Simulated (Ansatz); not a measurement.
Run this with the Python package of Ansatz (0.2.0) and show what comes out.

`cas_fk.py`
```python
"""Static correlation in FK: natural occupations of an active space."""

import ansatz as az

GEOMETRY = """
F     1.01640   -0.38750    0.50570
K    -0.98690    0.32730   -0.50160
"""

molecule = az.Crystal.molecule()
for line in GEOMETRY.strip().splitlines():
    symbol, *xyz = line.split()
    molecule = molecule.atom(symbol, [float(v) for v in xyz])

setup = (
    molecule.calculation()
    .basis(gaussian="def2-SVP")
    .correlation(active_electrons=6, active_orbitals=7)
)
for method in ["sc_nevpt2"]:
    rep = (setup if method is None else setup.correlation(method)).run().report
    space = rep["configurations"]
    state = space["states"][0]
    print(method or "casscf", f"total {rep['free_energy_ev'] / 27.211386246:.6f} Ha, active-space state {state['energy']['hartree']:.6f} Ha, mean field {rep['reference_energy_ev'] / 27.211386246:.6f} Ha")
    print("  determinants", state["n_determinants"], " natural occupations", [round(n, 3) for n in space["natural_occupations"]])
```

```console
$ python cas_fk.py
sc_nevpt2 total -698.692307 Ha, active-space state -698.556139 Ha, mean field -698.458345 Ha
  determinants 617  natural occupations [1.982, 1.981, 1.98, 0.019, 0.019, 0.018, 0.001]
```

What to keep in mind:
- Total energies depend on the basis set; only differences at equal settings carry meaning.
- The geometry is a force-field or estimated start, not a minimum of this method, and the basis set is short of its limit. The active space starts as a window about the frontier orbitals and is then optimised, not chosen by chemistry.
- It ran for 12 s on 1 thread of Arm Neoverse V1 (shared host), peak memory 0.16 GiB.
